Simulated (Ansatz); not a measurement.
# ClFHSSi radical: how energies converge with the basis set

One table from this session's results is given with a row withheld; the runs are named, their logs left out.

Computed with Ansatz 0.2.0, Gaussian basis. Level: one geometry, several basis sets.

Plan: PBE0-D4/def2-SVP; ωB97M-V/def2-SVP; PBE0-D4/def2-QZVPP; ωB97M-V/def2-QZVPP; the functionals' def2-TZVPP values are taken from earlier runs.

## Structure used throughout

An earlier PBE0-D4 in a triple-zeta def2 set relaxation fixed the geometry.

SMILES `F[Si](S)Cl`, 5 atoms, charge 0, spin multiplicity 2.

Atoms are counted from 1 here; the program's logs count them from 0.

Bond lengths: F1–Si2 1.595 Å, Si2–S3 2.126 Å, Si2–Cl4 2.048 Å, S3–H5 1.348 Å. Angles: F1–Si2–S3 109.9°, F1–Si2–Cl4 105.6°, S3–Si2–Cl4 112.7°, Si2–S3–H5 93.2°.

As a file:

| atom | x (Å) | y (Å) | z (Å) |
| --- | --- | --- | --- |
| F1 | 1.3659 | 0.7799 | -0.8050 |
| Si2 | 0.1792 | -0.2859 | -0.8109 |
| S3 | -1.5371 | 0.5378 | 0.1345 |
| Cl4 | 0.9099 | -1.9280 | 0.1704 |
| H5 | -0.8679 | 0.8226 | 1.2697 |

Set-up of the first run:

Contents of in.yaml:

```yaml
crystal:
  periodic: [false, false, false]
  atoms:
    - {symbol: F, position_ang: [1.365892, 0.779850, -0.804986]}
    - {symbol: Si, position_ang: [0.179189, -0.285866, -0.810912]}
    - {symbol: S, position_ang: [-1.537137, 0.537849, 0.134489]}
    - {symbol: Cl, position_ang: [0.909878, -1.928047, 0.170388]}
    - {symbol: H, position_ang: [-0.867921, 0.822613, 1.269720]}
basis:
  gaussian: {orbitals: def2-SVP}
magnetization: {spin_polarized: true, initial_magnetization: 1}
hamiltonian: {xc: pbe0, dispersion: d4}
output: {orbitals: {seedname: orbitals}}
```

Among the steps run: PBE0-D4 in def2-SVP; ωB97M-V in def2-SVP; PBE0-D4 in def2-QZVPP; ωB97M-V in def2-QZVPP.

One of the session's tables, all rows but one given; the rest of the session is left out.

It belongs to the step «Density functionals: the series». 

| functional | basis | HOMO (eV) | LUMO (eV) |
| --- | --- | --- | --- |
| PBE0-D4 | def2-SVP | -6.94 | -3.12 |
| PBE0-D4 | def2-TZVPP | -7.02 | -3.16 |
| PBE0-D4 | def2-QZVPP | ? | ? |
| ωB97M-V | def2-SVP | -8.63 | -1.47 |
| ωB97M-V | def2-TZVPP | -8.74 | -1.57 |
| ωB97M-V | def2-QZVPP | -8.80 | -1.66 |

Q: Estimate the row for PBE0-D4, def2-QZVPP from the others.

**Answer.** HOMO (eV): -7.06; LUMO (eV): -3.22. In the column «HOMO (eV)» it lies between ωB97M-V, def2-SVP (-8.63) and PBE0-D4, def2-TZVPP (-7.02).
